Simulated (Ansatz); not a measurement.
Task: a geometry optimisation of C2H5B2ClO, SMILES BCB(Cl)C=O, with Ansatz 0.2.0 through its Python package. Give the script and its output. Settings: PBE, 6-31G* basis, multiplicity 1.

```csv
atom,x (Å),y (Å),z (Å)
B,-1.4446,-0.9029,-0.0958
C,0.0849,-1.0090,-0.0714
B,0.7257,0.3270,0.4815
Cl,1.6479,0.3113,2.1467
C,0.7904,1.6379,-0.3683
O,0.2866,1.6969,-1.4635
H,-2.0448,-0.9393,-1.1302
H,-2.0586,-0.6590,0.8851
H,0.3530,-1.8446,0.6286
H,0.4744,-1.2088,-1.0683
H,1.2504,2.5335,0.0760
```

`opt_c2h5b2clo.py`:
```python
"""Geometry optimisation of C2H5B2ClO."""

import ansatz as az
import numpy as np


def main() -> None:
    c2h5b2clo = (
        az.Crystal.molecule()
        .atom("B", (-1.4446, -0.9029, -0.0958))
        .atom("C", (0.0849, -1.009, -0.0714))
        .atom("B", (0.7257, 0.327, 0.4815))
        .atom("Cl", (1.6479, 0.3113, 2.1467))
        .atom("C", (0.7904, 1.6379, -0.3683))
        .atom("O", (0.2866, 1.6969, -1.4635))
        .atom("H", (-2.0448, -0.9393, -1.1302))
        .atom("H", (-2.0586, -0.659, 0.8851))
        .atom("H", (0.353, -1.8446, 0.6286))
        .atom("H", (0.4744, -1.2088, -1.0683))
        .atom("H", (1.2504, 2.5335, 0.076))
    )

    job = (
        c2h5b2clo.calculation()
        .basis(gaussian="6-31G*")
        .functional("pbe")
    )
    symbols = [site.symbol for site in c2h5b2clo.cartesian_sites]
    start = np.array([site.position_ang for site in c2h5b2clo.cartesian_sites], dtype=float)
    rep = job.relax(force_tolerance=0.01, max_steps=100).run(threads=1, pin="off").report
    end = np.array(rep["positions_ang"])

    print("reference energy %16.6f eV" % rep["reference_energy_ev"])
    print("total energy     %16.6f eV" % rep["free_energy_ev"])
    print("occupied orbitals outside the frozen core (up, down):", rep["n_occupied"], " frozen:", rep["n_frozen"], " virtual:", rep["n_virtual"])

    print("final positions (A) and the move of each atom")
    for symbol, xyz, old in zip(symbols, end, start):
        print(f"{symbol:2s} {xyz[0]:10.5f} {xyz[1]:10.5f} {xyz[2]:10.5f}   {np.linalg.norm(xyz - old):7.4f}")

    charges = rep["charge_distribution"]
    dipole = np.array(charges["dipole_moment_e_ang"]) * 4.803205
    print("dipole (D): {:.3f} {:.3f} {:.3f}, length {:.3f}".format(*dipole, np.linalg.norm(dipole)))
    print("atom  Mulliken   Lowdin")
    for symbol, m, l in zip(symbols, charges["mulliken_charges_e"], charges["lowdin_charges_e"]):
        print(f"{symbol:4s} {m:9.3f} {l:8.3f}")
    with open("c2h5b2clo_opt.xyz", "w") as handle:
        handle.write(f"{len(symbols)}\nrelaxed C2H5B2ClO\n")
        handle.writelines(f"{s:2s} {x:11.6f} {y:11.6f} {z:11.6f}\n" for s, (x, y, z) in zip(symbols, end))


if __name__ == "__main__":
    main()
```

```console
$ python opt_c2h5b2clo.py
reference energy    -18065.363511 eV
total energy        -18065.363511 eV
occupied orbitals outside the frozen core (up, down): [26, 26]  frozen: 0  virtual: [78, 78]
final positions (A) and the move of each atom
B    -1.15258   -0.29676   -0.49235    0.7810
C     0.14218   -1.04196    0.18082    0.2607
B     1.03643    0.12646    0.62790    0.3977
Cl    2.34365    0.24047    1.80495    0.7784
C     0.47621    1.42253   -0.10978    0.4604
O    -0.64388    1.19233   -0.66331    1.3269
H    -1.51665   -0.60788   -1.61391    0.7892
H    -2.12236   -0.18572    0.24881    0.7956
H    -0.00361   -1.84992    0.91534    0.4576
H     0.65914   -1.51634   -0.68926    0.5219
H     0.84677    2.45980   -0.18880    0.4883
dipole (D): 1.772 1.360 0.002, length 2.234
atom  Mulliken   Lowdin
B        0.066   -0.406
C       -0.519   -0.263
B        0.160   -0.443
Cl      -0.078    0.273
C        0.099    0.038
O       -0.250    0.226
H       -0.027    0.017
H       -0.013    0.039
H        0.183    0.171
H        0.197    0.213
H        0.182    0.135
```

`c2h5b2clo_opt.xyz`, as written:
```text
11
relaxed C2H5B2ClO
B    -1.152584   -0.296763   -0.492353
C     0.142180   -1.041957    0.180816
B     1.036429    0.126456    0.627900
Cl    2.343645    0.240467    1.804955
C     0.476212    1.422533   -0.109783
O    -0.643876    1.192325   -0.663315
H    -1.516647   -0.607880   -1.613908
H    -2.122357   -0.185719    0.248812
H    -0.003612   -1.849920    0.915337
H     0.659139   -1.516341   -0.689255
H     0.846772    2.459797   -0.188805
```

Total energies depend on the basis set; only differences at equal settings carry meaning. The end point is the stationary point reached from this start; no frequency run checks that it is a minimum, and the basis set is modest. The Löwdin charges here are taken after orthogonalising the functions within each atom; they differ from plain Löwdin charges, and their signs can be unphysical. The bonding changed during the relaxation, so the end is another isomer than the start names. It ran for 2.2 min on 1 thread of Arm Neoverse V1 (shared host), peak memory 0.23 GiB.
